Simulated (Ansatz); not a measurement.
# CCSDT(Q)/STO-3G run of H2O3 (trioxidane)

What is the electronic atomisation energy of H2O3 (trioxidane) at CCSDT(Q)/STO-3G? 

The calculation is run with Ansatz 0.2.0.

29 further runs of the same task are left out: 1 that didn't finish, 28 set aside as unsound or not needed.

## 1. Starting point

H2O3 has 5 atoms, charge 0, and is taken as a singlet. SMILES: `OOO`. The shape is that of a GFN2-xTB optimisation. This is a higher conformer, about 11 kJ/mol above the lowest found by a separate search.

Bond lengths: O1–O2 1.390 Å, O2–O3 1.391 Å, O1–H4 0.972 Å, O3–H5 0.972 Å. Angles: O1–O2–O3 110.7°, O2–O1–H4 106.7°, O2–O3–H5 106.5°.

## 2. The energy at CCSDT(Q)/STO-3G

The input, input.yaml:

```yaml
crystal:
  periodic: [false, false, false]
  atoms:
    - {symbol: O, position_ang: [-0.984020, -0.692710, -0.137760]}
    - {symbol: O, position_ang: [-0.127030, -0.049090, 0.747210]}
    - {symbol: O, position_ang: [1.176430, -0.056790, 0.262120]}
    - {symbol: H, position_ang: [-1.378730, -0.001520, -0.695970]}
    - {symbol: H, position_ang: [1.313340, 0.800110, -0.175600]}
basis:
  gaussian:
    orbitals: STO-3G
scf:
  omitted_lower_state_checks: [cluster_reference, increment]
accuracy: high
correlation:
  method: ccsdt_q
  frozen_orbitals: {H: 0, O: 1}
```

Launch:

```console
ansatz run input.yaml --threads 1 --pin off --max-ram 2610MiB --events-out events.jsonl --progress --plain --runs-dir runs
```

The program printed:

```text
Warning: RAYON_NUM_THREADS=1 ignored (pool sized by the plan → 1); use --threads N
Functional definition: HF
  name "HF"
  exchange = exact_x
  correlation = 0
these checks for a lower state are left out or cut short: cluster_reference, increment
297 factors; integrals over basis functions are off by at most 2.6e-8 eV
mean field evaluation 1: about -6055.3419 eV, gradient 1.5e1 eV
mean field evaluation 2: about -6055.5694 eV, gradient 1.5e1 eV
mean field evaluation 4: about -6056.4564 eV, gradient 1.0e0 eV
mean field evaluation 8: about -6056.4608 eV, gradient 9.5e-6 eV
mean field -6056.46083145 eV, -222.5708303392 hartree, gradient 2.6e-8 eV, S^2 0.000000; 0 other end points of the search recorded, 0 dependent functions left out
3 core orbitals not correlated: weight in the atoms' cores, before any rotation towards them, 1.000 or more for the frozen orbitals, at most 0.000 for the correlated occupied ones
reference -6056.46083145 eV, -222.5708303392 hartree; 10, 10 occupied and 4, 4 virtual orbitals, 297 factors
second order -3.11567990 eV of doubles, -0.00000000 eV of singles
cycle   1  -3.81897601 eV  change   -7.0e-1 eV  update   7.1e-2
cycle   2  -4.20585702 eV  change   -3.9e-1 eV  update   3.1e-2
cycle   3  -4.26563689 eV  change   -6.0e-2 eV  update   1.4e-2
cycle   4  -4.27628224 eV  change   -1.1e-2 eV  update   5.4e-3
cycle   5  -4.27551586 eV  change    7.7e-4 eV  update   2.1e-3
cycle   6  -4.27579197 eV  change   -2.8e-4 eV  update   8.9e-4
cycle   7  -4.27585188 eV  change   -6.0e-5 eV  update   3.5e-4
cycle   8  -4.27589703 eV  change   -4.5e-5 eV  update   1.7e-4
cycle   9  -4.27597802 eV  change   -8.1e-5 eV  update   5.8e-5
cycle  10  -4.27596928 eV  change    8.7e-6 eV  update   2.5e-5
cycle  11  -4.27595676 eV  change    1.3e-5 eV  update   1.1e-5
cycle  12  -4.27595487 eV  change    1.9e-6 eV  update   3.8e-6
cycle  13  -4.27595439 eV  change    4.8e-7 eV  update   1.7e-6
cycle  14  -4.27595635 eV  change   -2.0e-6 eV  update   7.6e-7
cycle  15  -4.27595711 eV  change   -7.6e-7 eV  update   3.2e-7
cycle  16  -4.27595719 eV  change   -7.5e-8 eV  update   1.3e-7
cycle  17  -4.27595703 eV  change    1.6e-7 eV  update   6.3e-8
cycle  18  -4.27595698 eV  change    4.8e-8 eV  update   3.1e-8
cycle  19  -4.27595695 eV  change    3.2e-8 eV  update   1.9e-8
cycle  20  -4.27595680 eV  change    1.4e-7 eV  update   7.3e-8
cycle  21  -4.27595677 eV  change    3.6e-8 eV  update   2.9e-8
cycle  22  -4.27595676 eV  change    4.6e-9 eV  update   1.2e-8
cycle  23  -4.27595677 eV  change   -6.4e-9 eV  update   6.0e-9
cycle  24  -4.27595677 eV  change   -2.0e-9 eV  update   2.6e-9
cycle  25  -4.27595677 eV  change  -5.4e-10 eV  update   1.1e-9
perturbative correction -0.00490532 eV, -0.0001802671 hartree
Total energy: -6060.74169354 eV, -222.7281491193 hartree
Checks for a lower state left out: cluster_reference, increment
```

It took 0.61 s on 1 thread of Intel Xeon Platinum 8259CL at 2.50GHz (Skylake/Cascade Lake), shared host.

## 3. The H atom: the energy at UHF/STO-3G

The input, in.yaml:

```yaml
crystal:
  periodic: [false, false, false]
  atoms:
    - symbol: H
      position_ang: [0.000000, 0.000000, 0.000000]
basis:
  gaussian:
    orbitals: STO-3G
magnetization:
  spin_polarized: true
  initial_magnetization: 1
hamiltonian:
  xc: hf
accuracy: high
```

Run the same way, it converges to -0.46658 Eh (log not shown).

## 4. The O atom, same level

The input, molecule.yaml:

```yaml
crystal:
  periodic: [false, false, false]
  atoms:
    - {symbol: O, position_ang: [0.000000, 0.000000, 0.000000]}
basis:
  gaussian: {orbitals: STO-3G}
magnetization: {spin_polarized: true, initial_magnetization: 2}
scf: {omitted_lower_state_checks: [cluster_reference, increment]}
accuracy: high
correlation: {method: ccsdt_q, frozen_orbitals: {O: 1}}
```

Run the same way, it converges to -73.80415 Eh (log not shown).

## 5. Summary of results

Level: CCSDT(Q)/STO-3G, 3 core orbitals frozen.

```
                                             quantity          value
                               molecule: total energy  -222.72815 Eh
molecule: correlation energy (3 core orbitals frozen)     -157.3 mEh
                              molecule: T1 diagnostic          0.012
                                 H atom: total energy    -0.46658 Eh
                                         H atom: ⟨S²⟩          0.750
                                 O atom: total energy   -73.80415 Eh
   O atom: correlation energy (1 core orbital frozen)        0.0 mEh
            O atom: ⟨S²⟩ of the reference determinant          2.000
                                O atom: T1 diagnostic          0.000
                        electronic atomisation energy      10.409 eV
```

In words: Taking the molecule apart into free atoms costs 10.41 eV (240 kcal/mol), before zero-point energy and without spin-orbit coupling. In a minimal basis such a difference can be off by several eV, whatever the method.
